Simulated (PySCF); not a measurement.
# CH5FSSi (SMILES C[SiH](F)S): levels of theory compared

We compute a comparison of 6 runs (HF/STO-3G, HF/3-21G, B3LYP/6-31G*, TPSS/cc-pVDZ, SVWN5/def2-SVPD, SVWN5/def2-TZVP) of CH5FSSi. Input form: a Python script.

Program for the calculation: PySCF 2.14.0.

### 1 The structure to begin with

CH5FSSi: 9 atoms, total charge 0, spin state singlet. As SMILES, `C[SiH](F)S`. Geometry: relaxed at PBE0-D4/def2-TZVP. This is one conformer, not always the lowest.

Bond lengths: C1–Si2 1.851 Å, Si2–F3 1.602 Å, Si2–S4 2.125 Å, C1–H5 1.092 Å, C1–H6 1.093 Å, C1–H7 1.093 Å, Si2–H8 1.481 Å, S4–H9 1.344 Å. Some angles: C1–Si2–F3 107.5°, C1–Si2–S4 112.7°, F3–Si2–S4 110.8°, C1–Si2–H8 113.7°, F3–Si2–H8 107.4°, S4–Si2–H8 104.8°, Si2–C1–H5 110.4°, Si2–C1–H6 110.9°, Si2–C1–H7 110.3°, Si2–S4–H9 94.5°.

### 2 Energy and gradient at HF/STO-3G (run 1)

Input file mol.xyz:

```xyz
9
CH5FSSi
C     -0.235500     0.468400    -1.033000
Si     0.527400    -0.559600     0.304400
F      1.929800     0.112500     0.687600
S     -0.718800    -0.730200     2.016900
H     -1.176500     0.025100    -1.365000
H     -0.438600     1.481600    -0.677800
H      0.439900     0.537900    -1.889500
H      0.803200    -1.956200    -0.102900
H     -1.042300     0.574300     2.042100
```

Input file input.py:

```python
from pyscf import gto

system = gto.Mole()
system.atom = 'mol.xyz'
system.basis = 'sto-3g'
system.max_memory = 1860
system.verbose = 3
system.build()

hf = system.RHF()
hf.conv_tol = 1e-10
hf.kernel()
if not hf.converged:
    hf = hf.newton().run(hf.mo_coeff, hf.mo_occ)

energy = hf.e_tot
print('Final energy', energy)
grad = hf.nuc_grad_method().kernel()
dip = hf.dip_moment()
pop, q = hf.mulliken_pop()
```

Launch:

```console
OMP_NUM_THREADS=1 python input.py
```

Output:

```text
converged SCF energy = -817.189034943902
Final energy -817.1890349439018
--------------- RHF gradients ---------------
         x                y                z
0 C     0.0042869591    -0.0025721155     0.0071137633
1 Si     0.0076509080     0.0406489457    -0.0032444988
2 F    -0.0131062697    -0.0069277802    -0.0051861059
3 S    -0.0023172619    -0.0161081405     0.0078858282
4 H    -0.0075115157    -0.0056700280    -0.0004038773
5 H    -0.0009690835     0.0083655492     0.0045747189
6 H     0.0077405816    -0.0002544029    -0.0060623323
7 H     0.0058162993    -0.0288119407    -0.0026886344
8 H    -0.0015906172     0.0113299129    -0.0019888617
----------------------------------------------
Dipole moment(X, Y, Z, Debye): -0.57807,  0.50662, -1.22851
 ** Mulliken pop  **
pop of  0 C 1s            1.99217
pop of  0 C 2s            1.23785
pop of  0 C 2px           1.03572
pop of  0 C 2py           1.04502
pop of  0 C 2pz           1.07208
pop of  1 Si 1s           1.99962
pop of  1 Si 2s           1.98727
pop of  1 Si 3s           1.16029
pop of  1 Si 2px          1.96444
pop of  1 Si 2py          1.96477
pop of  1 Si 2pz          1.96462
pop of  1 Si 3px          0.62445
pop of  1 Si 3py          0.75367
pop of  1 Si 3pz          0.73006
pop of  2 F 1s            1.99915
pop of  2 F 2s            1.95661
pop of  2 F 2px           1.58479
pop of  2 F 2py           1.87208
pop of  2 F 2pz           1.92214
pop of  3 S 1s            1.99991
pop of  3 S 2s            1.99669
pop of  3 S 3s            1.87634
pop of  3 S 2px           1.99244
pop of  3 S 2py           1.98124
pop of  3 S 2pz           1.98925
pop of  3 S 3px           1.64574
pop of  3 S 3py           1.11506
pop of  3 S 3pz           1.50453
pop of  4 H 1s            0.94036
pop of  5 H 1s            0.94254
pop of  6 H 1s            0.93895
pop of  7 H 1s            1.16389
pop of  8 H 1s            1.04628
 ** Mulliken atomic charges  **
charge of    0C =     -0.38283
charge of    1Si =      0.85082
charge of    2F =     -0.33478
charge of    3S =     -0.10120
charge of    4H =      0.05964
charge of    5H =      0.05746
charge of    6H =      0.06105
charge of    7H =     -0.16389
charge of    8H =     -0.04628
```

Wall time 2.3 s (1 thread of Intel Xeon at 2.70GHz, shared host); peak memory 0.12 GiB.

### 3 Energy and gradient at HF/3-21G (run 2)

Input file run.py:

```python
from pyscf import gto, scf

mol = gto.M(
    atom=[
    ('C', (-0.235500, 0.468400, -1.033000)),
    ('Si', (0.527400, -0.559600, 0.304400)),
    ('F', (1.929800, 0.112500, 0.687600)),
    ('S', (-0.718800, -0.730200, 2.016900)),
    ('H', (-1.176500, 0.025100, -1.365000)),
    ('H', (-0.438600, 1.481600, -0.677800)),
    ('H', (0.439900, 0.537900, -1.889500)),
    ('H', (0.803200, -1.956200, -0.102900)),
    ('H', (-1.042300, 0.574300, 2.042100)),
],
    basis='3-21g',
    spin=0,
    charge=0,
    max_memory=1860,
    verbose=4,
)

mf = scf.RHF(mol)
mf.conv_tol = 1e-10
mf.kernel()
if not mf.converged:
    mf = mf.newton().run(mf.mo_coeff, mf.mo_occ)

energy = mf.e_tot
print('Final energy', energy)
grad = mf.nuc_grad_method().kernel()
mf.analyze()
```

Launch:

```console
OMP_NUM_THREADS=1 python run.py
```

Output:

```text
PySCF version 2.14.0

[... 64 lines left out ...]
Final energy -822.5121338239576
[... 17 lines left out ...]
DFT Exchange-Correlation Energy =      -62.454307505696534
[... 7 lines left out ...]
MO #6   energy= -6.59342075436534  occ= 2
[... 5 lines left out ...]
MO #12  energy= -4.28555460524332  occ= 2
[... 5 lines left out ...]
MO #18  energy= -0.648288799841769 occ= 2
[... 5 lines left out ...]
MO #24  energy= -0.444071636862963 occ= 2
[... 5 lines left out ...]
MO #30  energy= 0.274524092018943  occ= 0
[... 5 lines left out ...]
MO #36  energy= 0.552869774392509  occ= 0
[... 5 lines left out ...]
MO #42  energy= 1.01873796731652   occ= 0
[... 5 lines left out ...]
MO #48  energy= 1.36082133076549   occ= 0
[... 5 lines left out ...]
MO #54  energy= 3.81795663349079   occ= 0
[... 27 lines left out ...]
pop of  2 F 2px           1.80690
pop of  2 F 2py           1.90489
pop of  2 F 2pz           1.92203
pop of  2 F 3px           0.00200
pop of  2 F 3py           0.00148
pop of  2 F 3pz           0.00120
pop of  3 S 1s            1.99999
pop of  3 S 2s            1.99964
pop of  3 S 3s            1.71423
pop of  3 S 4s            0.00445
pop of  3 S 2px           1.99990
pop of  3 S 2py           1.99982
pop of  3 S 2pz           1.99988
pop of  3 S 3px           1.68329
pop of  3 S 3py           1.26411
pop of  3 S 3pz           1.62233
pop of  3 S 4px           0.00324
pop of  3 S 4py           0.00688
pop of  3 S 4pz           0.00290
pop of  4 H 1s            0.86962
pop of  4 H 2s            0.00868
pop of  5 H 1s            0.87635
pop of  5 H 2s            0.00862
pop of  6 H 1s            0.86791
pop of  6 H 2s            0.00877
pop of  7 H 1s            1.12144
pop of  7 H 2s            0.00292
pop of  8 H 1s            0.91799
pop of  8 H 2s            0.00613
 ** Mulliken atomic charges  **
charge of    0C =     -0.56932
charge of    1Si =      1.04205
charge of    2F =     -0.48362
charge of    3S =     -0.30069
charge of    4H =      0.12170
charge of    5H =      0.11503
charge of    6H =      0.12332
charge of    7H =     -0.12436
charge of    8H =      0.07588
Dipole moment(X, Y, Z, Debye): -1.06984,  1.15856, -2.53922
```

Run time: 2.7 s. Hardware: 1 thread of Intel Xeon at 2.70GHz, shared host; peak memory 0.13 GiB.

Runs 3 to 5 aren't shown in full; the table further down has their settings and results.

### 4 Energy and forces at SVWN5/def2-TZVP (run 6)

Input file input.py:

```python
# C[SiH](F)S
import pyscf.grad
from pyscf import gto, dft

mol = gto.Mole()
mol.atom = '''
C       -0.235500       0.468400      -1.033000
Si       0.527400      -0.559600       0.304400
F        1.929800       0.112500       0.687600
S       -0.718800      -0.730200       2.016900
H       -1.176500       0.025100      -1.365000
H       -0.438600       1.481600      -0.677800
H        0.439900       0.537900      -1.889500
H        0.803200      -1.956200      -0.102900
H       -1.042300       0.574300       2.042100
'''
mol.max_memory = 1860
mol.verbose = 3
mol.spin = 0
mol.basis = 'def2-tzvp'
mol.build()

myscf = dft.RKS(mol)
myscf.xc = 'svwn'
myscf.conv_tol = 1e-10
myscf.grids.level = 5
myscf.kernel()
if not myscf.converged:
    myscf = myscf.newton().run(myscf.mo_coeff, myscf.mo_occ)

e_final = myscf.e_tot
print(f'total energy: {e_final:.8f} hartree')
grad = myscf.Gradients().kernel()
myscf.analyze()
```

Launch:

```console
OMP_NUM_THREADS=1 python input.py
```

Output:

```text
converged SCF energy = -825.286134338287
[... 21 lines left out ...]
MO #12  energy= -3.4915698676994   occ= 2
[... 13 lines left out ...]
MO #26  energy= -0.0277009595342392 occ= 0
[... 13 lines left out ...]
MO #40  energy= 0.196279520329485  occ= 0
[... 13 lines left out ...]
MO #54  energy= 0.467543952529199  occ= 0
[... 13 lines left out ...]
MO #68  energy= 0.903691433634665  occ= 0
[... 13 lines left out ...]
MO #82  energy= 1.30881637729199   occ= 0
[... 13 lines left out ...]
MO #96  energy= 1.66933468916245   occ= 0
[... 13 lines left out ...]
MO #110 energy= 2.10530170700971   occ= 0
[... 13 lines left out ...]
MO #124 energy= 2.56813446884897   occ= 0
[... 13 lines left out ...]
MO #138 energy= 3.46469317322352   occ= 0
[... 13 lines left out ...]
MO #152 energy= 6.79562067356013   occ= 0
[... 13 lines left out ...]
MO #166 energy= 56.7122456030757   occ= 0
[... 10 lines left out ...]
Dipole moment(X, Y, Z, Debye): -1.23904,  0.86190, -1.41800
```

It took 91 s on 1 thread of Intel Xeon at 2.70GHz, shared host; peak memory 1.4 GiB.

### 5 All runs side by side

```
run                               level  Cartesian functions  integration grid  energy (Eh)  dipole moment (D)  HOMO energy (eV)  LUMO energy (eV)  wall time
  1                           HF/STO-3G                   no                 –  -817.189035               1.45             -7.35             10.91      2.3 s
  2                            HF/3-21G                   no                 –  -822.512134               2.99            -10.88              4.53      2.7 s
  3  B3LYP/6-31G* (Cartesian functions)                  yes                 5  -828.740305               2.26             -7.37              0.56       39 s
  4                        TPSS/cc-pVDZ                   no                 5  -828.798204               2.08             -6.47              0.00       69 s
  5                     SVWN5/def2-SVPD                   no                 5  -824.882792               2.12             -6.70             -0.85       56 s
  6                     SVWN5/def2-TZVP                   no                 5  -825.286134               2.07             -6.66             -0.75       91 s
```

### 6 Results

| quantity | value |
| --- | --- |
| run 6: total energy | -825.28613 Eh |
| run 6: dipole moment | 2.07 D |
| run 6: HOMO energy | -6.66 eV |
| run 6: LUMO energy | -0.75 eV |
| run 6: HOMO–LUMO gap | 5.90 eV |
| run 6: largest force on an atom | 0.500 eV/Å |

In words: The dipole moment (its size) runs from 1.45 D (HF/STO-3G) to 2.99 D (HF/3-21G). The HOMO–LUMO gap runs from 5.86 eV (SVWN5/def2-SVPD) to 18.26 eV (HF/STO-3G). The two ends differ in method and basis. Totals of different functionals can't be ranked against each other. In run 1 the basis is minimal, so the values are rough. All runs together took 4.3 min, the longest 91 s.
